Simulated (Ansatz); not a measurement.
# C3H2F4: a ladder of functionals and wavefunction methods

The task here is to estimate one member of a computed series from the others.

Method: functionals in def2-TZVPP, the program's frozen cores in correlated methods; program: Ansatz 0.2.0, Gaussian basis.

The runs, in order: LDA (SPW92), PBE-D4, revPBE-D4, BLYP-D4, r2SCAN-D4, B97M-V, PBE0-D4, B3LYP-D4, r2SCANh-D4, r2SCAN0-D4, HSE06-D4, BHLYP-D4, CAM-B3LYP-D4, LC-ωPBE, ωB97X-V, ωB97M-V, B2PLYP, PBE-QIDH; CCSD(T)/def2-SVP; CCSD(T)/def2-TZVPP; MP2/def2-QZVPP; extrapolation to the limit; RPA on PBE.

### The relaxed structure

The geometry comes from an earlier relaxation with PBE0-D4 in a triple-zeta def2 set; it is a stationary point, not always the lowest conformer.

SMILES `F/C=C(\F)C(F)F`, 9 atoms, charge 0, spin multiplicity 1.

Atoms are counted from 1 here; the program's logs count them from 0.

Bond lengths: F1–C2 1.325 Å, C2–C3 1.322 Å, C2–H8 1.081 Å, C3–F4 1.331 Å, C3–C5 1.492 Å, C5–F6 1.351 Å, C5–F7 1.355 Å, C5–H9 1.096 Å. Angles: F1–C2–C3 121.8°, F1–C2–H8 115.3°, C3–C2–H8 122.9°, C2–C3–F4 122.3°, C2–C3–C5 124.7°, F4–C3–C5 113.0°, C3–C5–F6 110.3°, C3–C5–F7 110.1°, C3–C5–H9 112.0°, F6–C5–F7 108.0°, F6–C5–H9 108.9°, F7–C5–H9 107.6°.

Set-up of the first run:

in.yaml reads:

```yaml
crystal:
  periodic: [false, false, false]
  atoms:
    - {symbol: F, position_ang: [-1.079814, -0.292420, -2.309812]}
    - {symbol: C, position_ang: [-0.569980, 0.258535, -1.218095]}
    - {symbol: C, position_ang: [-0.066190, -0.473492, -0.239426]}
    - {symbol: F, position_ang: [-0.032890, -1.802817, -0.290669]}
    - {symbol: C, position_ang: [0.533033, 0.077388, 1.011232]}
    - {symbol: F, position_ang: [0.561896, 1.427280, 0.960981]}
    - {symbol: F, position_ang: [-0.212632, -0.285478, 2.083260]}
    - {symbol: H, position_ang: [-0.595726, 1.338372, -1.190177]}
    - {symbol: H, position_ang: [1.550902, -0.293665, 1.175708]}
basis:
  gaussian: {orbitals: def2-TZVPP}
hamiltonian: {xc: lda}
output: {orbitals: {seedname: orbitals}}
```

On the command line:

```
ansatz run in.yaml --threads 4 --pin off --events-out ev --progress --plain --max-ram 10444MiB
```

Steps of the session up to this table: LDA; PBE-D4 (GGA); revPBE-D4 (GGA); BLYP-D4 (GGA); r2SCAN-D4 (meta-GGA); B97M-V (meta-GGA); B3LYP-D4 (hybrid); r2SCANh-D4 (hybrid); r2SCAN0-D4 (hybrid); HSE06-D4 (hybrid); BHLYP-D4 (hybrid); CAM-B3LYP-D4 (range-separated); LC-ωPBE (range-separated); ωB97X-V (range-separated); ωB97M-V (range-separated); B2PLYP (double hybrid); PBE-QIDH (double hybrid).

One of the session's tables, all rows but one given; the rest of the session is left out.

It belongs to the step «Orbital energies across the functionals». 

| functional | HOMO (eV) | gap (eV) |
| --- | --- | --- |
| LDA (SPW92) | -6.90 | 5.28 |
| PBE-D4 | -6.66 | 5.34 |
| revPBE-D4 | -6.57 | 5.37 |
| BLYP-D4 | ? | ? |
| r2SCAN-D4 | -6.94 | 5.82 |
| B97M-V | -7.01 | 5.95 |
| PBE0-D4 | -8.04 | 7.71 |
| B3LYP-D4 | -7.83 | 7.21 |
| r2SCANh-D4 | -7.45 | 6.70 |
| r2SCAN0-D4 | -8.22 | 8.01 |
| HSE06-D4 | -7.63 | 6.92 |
| BHLYP-D4 | -9.30 | 10.05 |
| CAM-B3LYP-D4 | -9.46 | 10.24 |
| LC-ωPBE | -10.78 | 12.81 |
| ωB97X-V | -10.40 | 12.38 |
| ωB97M-V | -10.31 | 12.17 |

Estimate the missing values for BLYP-D4.

Worked estimate for «HOMO (eV)». Against the share of exact exchange, B3LYP-D4 (0.2, -7.83), BHLYP-D4 (0.5, -9.30) give a slope of -4.90 per unit share; at 0 the line stands at -6.85.

As computed: HOMO (eV): -6.57; gap (eV): 5.32. In «HOMO (eV)» the line misses by -0.28.
